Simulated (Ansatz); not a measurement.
# C6H6N radical: energies up the ladder

An exercise on one series of results from a longer session: the logs are not shown, and one member is left open.

Method: the levels named in each step, in Ansatz 0.2.0.

## The structure to begin with

Bond lengths: C1–C2 1.379 Å, C2–C3 1.423 Å, C3–C4 1.374 Å, C4–N5 1.330 Å, N5–C6 1.328 Å, C2–C7 1.424 Å, C6–C7 1.374 Å, C1–H8 1.075 Å, C1–H9 1.075 Å, C3–H10 1.079 Å, C4–H11 1.083 Å, C6–H12 1.083 Å, C7–H13 1.079 Å. Angles (14 of 19 angles, heavy atoms first): C1–C2–C3 122.1°, C1–C2–C7 122.1°, C3–C2–C7 115.8°, C2–C3–C4 119.3°, C3–C4–N5 123.8°, C4–N5–C6 117.9°, N5–C6–C7 123.9°, C2–C7–C6 119.3°, C2–C1–H8 121.1°, C2–C1–H9 121.2°, C2–C3–H10 119.5°, C4–C3–H10 121.1°, C3–C4–H11 121.0°, N5–C4–H11 115.2°.

As a file:

```xyz
13

C     2.3963    0.0149    0.1747
C     1.0204    0.0086    0.0764
C     0.3091    0.9999   -0.6558
C    -1.0619    0.9355   -0.7186
N    -1.7859   -0.0148   -0.1342
C    -1.1433   -0.9506    0.5553
C     0.2228   -0.9962    0.6952
H     2.9831    0.7856   -0.2914
H     2.9180   -0.7451    0.7284
H     0.8540    1.7885   -1.1517
H    -1.6306    1.6769   -1.2654
H    -1.7761   -1.7003    1.0131
H     0.6994   -1.7779    1.2668
```

The first run:

The input, input.yaml:

```yaml
crystal:
  periodic: [false, false, false]
  atoms:
    - { symbol: C, position_ang: [2.39632, 0.01494, 0.17471] }
    - { symbol: C, position_ang: [1.02039, 0.00862, 0.0764] }
    - { symbol: C, position_ang: [0.30915, 0.99987, -0.65576] }
    - { symbol: C, position_ang: [-1.06193, 0.9355, -0.71863] }
    - { symbol: "N", position_ang: [-1.78595, -0.01479, -0.13423] }
    - { symbol: C, position_ang: [-1.14334, -0.95064, 0.55529] }
    - { symbol: C, position_ang: [0.22279, -0.99622, 0.69516] }
    - { symbol: H, position_ang: [2.98307, 0.7856, -0.29136] }
    - { symbol: H, position_ang: [2.91804, -0.74511, 0.72844] }
    - { symbol: H, position_ang: [0.85405, 1.78852, -1.15172] }
    - { symbol: H, position_ang: [-1.63057, 1.67695, -1.26537] }
    - { symbol: H, position_ang: [-1.77615, -1.70032, 1.01305] }
    - { symbol: H, position_ang: [0.69939, -1.77786, 1.26678] }
magnetization:
  spin_polarized: true
  initial_magnetization: 1
basis:
  gaussian: { orbitals: def2-SVP }
hamiltonian:
  xc: pbe
  dispersion: d4
relax:
  f_tol: 0.03
  max_steps: 200
```

Started as:

```
ansatz run input.yaml --threads 4 --pin off --max-ram 10240MiB --backend cpu --events-out ev --progress --plain --runs-dir out
```

Steps of the session up to this table: A rough first relaxation, PBE-D4/def2-SVP; Relaxation, PBE0-D4/def2-TZVP; Relaxation, PBE0-D4/def2-SVP; Frequencies, PBE0-D4/def2-SVP; Single point, PBE-D4/def2-TZVPP; Single point, r2SCAN-D4/def2-TZVPP; Single point, B3LYP-D4/def2-TZVPP; Single point, wB97M-V/def2-TZVPP; Single point, B2PLYP/def2-TZVPP; Single point, PBE0-D4/def2-TZVPP; Single point, LDA/def2-TZVPP; Single point, PBE0-D4/def2-SVP; Single point, PBE-D4/def2-SVP; The cation of multiplicity 1 at the same geometry, PBE0-D4/def2-TZVPP; The cation of multiplicity 1 at the same geometry, PBE-D4/def2-TZVPP; The cation of multiplicity 1 at the same geometry, r2SCAN-D4/def2-TZVPP; The cation of multiplicity 1 at the same geometry, B3LYP-D4/def2-TZVPP; The cation of multiplicity 1 at the same geometry, wB97M-V/def2-TZVPP; The cation of multiplicity 1 at the same geometry, B2PLYP/def2-TZVPP.

One of the session's tables, all rows but one given; the rest of the session is left out.

It belongs to the step «Vertical ionisation energy». 

```
               level  vertical ionisation energy (eV)  from B2PLYP/def2-TZVPP (eV)
  PBE0-D4/def2-TZVPP                            8.120                       +0.281
   PBE-D4/def2-TZVPP                            7.965                       +0.126
r2SCAN-D4/def2-TZVPP                                ?                            ?
 B3LYP-D4/def2-TZVPP                            8.055                       +0.216
  wB97M-V/def2-TZVPP                            7.990                       +0.152
   B2PLYP/def2-TZVPP                            7.838                       +0.000
```

Estimate the missing values for r2SCAN-D4/def2-TZVPP.

**Answer.** vertical ionisation energy (eV): 8.152; from B2PLYP/def2-TZVPP (eV): +0.313. In the column «vertical ionisation energy (eV)» it is the highest.
